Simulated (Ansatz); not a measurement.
# H4InNS: the cost of one run

Program: Ansatz 0.2.0. Level of theory: RKS PBE0/def2-SVP. These are calculated values, not measurements.

### Step 1. The structure to begin with

Bond lengths: N1–In2 2.054 Å, In2–S3 2.402 Å, N1–H4 1.017 Å, N1–H5 1.014 Å, In2–H6 1.727 Å, S3–H7 1.328 Å. Angles: N1–In2–S3 109.6°, N1–In2–H6 124.6°, S3–In2–H6 125.5°, In2–N1–H4 111.5°, In2–N1–H5 114.8°, H4–N1–H5 106.3°, In2–S3–H7 87.3°.

Structure file:

```xyz
7

N    -0.6796    0.2059   -1.1235
In    0.1861    0.5602    0.7048
S     1.5412   -1.3216    1.3317
H    -1.2059   -0.6641   -1.1241
H    -1.3196    0.9269   -1.4388
H     0.0875    2.0559    1.5616
H     1.3904   -1.7631    0.0883
```

### Step 2. Relaxing end A

input.yaml reads:

```yaml
crystal:
  periodic: [false, false, false]
  atoms:
    - { symbol: "N", position_ang: [-0.67962, 0.20589, -1.1235] }
    - { symbol: In, position_ang: [0.18612, 0.56018, 0.70484] }
    - { symbol: S, position_ang: [1.54116, -1.32165, 1.33167] }
    - { symbol: H, position_ang: [-1.20593, -0.66413, -1.1241] }
    - { symbol: H, position_ang: [-1.31963, 0.92689, -1.43878] }
    - { symbol: H, position_ang: [0.08751, 2.05588, 1.56159] }
    - { symbol: H, position_ang: [1.39041, -1.76306, 0.08829] }
basis:
  gaussian: { orbitals: def2-SVP }
hamiltonian:
  xc: pbe0
relax:
  f_tol: 0.015
  max_steps: 40
```

The run is started by

```console
$ ansatz run input.yaml --threads 1 --pin off --max-ram 2048MiB --backend cpu --events-out ev --progress --plain --runs-dir out
```

Q: Estimate wall time and peak memory on 1 thread of an Arm CPU, shared host.

About 33 s, with a peak of 0.15 GiB.
